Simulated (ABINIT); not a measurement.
Input of an ABINIT 10.8.3 (patched build) run:

Contents of run.abi:

```
ndtset 7
getwfk -1
scalecart1 3*0.9795861087
scalecart2 3*0.9864848297
scalecart3 3*0.9932883884
scalecart4 3*1.0000000000
scalecart5 3*1.0066227096
scalecart6 3*1.0131594038
scalecart7 3*1.0196128224

pp_dirpath "./"
pseudos "Sn.LDA_PW-JTH.xml, Se.LDA_PW-JTH.xml"

acell 5.2794543898 5.2794543898 5.2794543898 Angstrom
rprim
     0.0000000000     0.7071067812     0.7071067812
     0.7071067812     0.0000000000     0.7071067812
     0.7071067812     0.7071067812     0.0000000000
ntypat 2
znucl 50 34
natom 4
typat 1 1 1 2
xred
     0.5000000000     0.5000000000     0.5000000000
     0.7500000000     0.7500000000     0.7500000000
     0.2500000000     0.2500000000     0.2500000000
     0.0000000000     0.0000000000     0.0000000000

ecut 22.0
pawecutdg 44.0

kptopt 1
ngkpt 6 6 6
nshiftk 1
shiftk 0.0 0.0 0.0

ixc 7

nband 29
occopt 3
tsmear 0.00183747

nstep 100
tolvrs 1.0e-9

iomode 3
prtwf 1
prtden 0
prteig 0
prtebands 0
prtvol 2
```

Potentials or basis: JTH PAW LDA v2.0.

Launch:

```console
$ abinit run.abi > log 2>&1
```

(1) What does it give for the equilibrium volume?

(2) What does it give for the bulk modulus?

Results:

(1) 23.88 Å³/atom (rough: see the caveat).

(2) 64 GPa (rough).

Caveat: pressures at fixed basis lie under the slope of the energies; the minimum lies outside the volumes run.
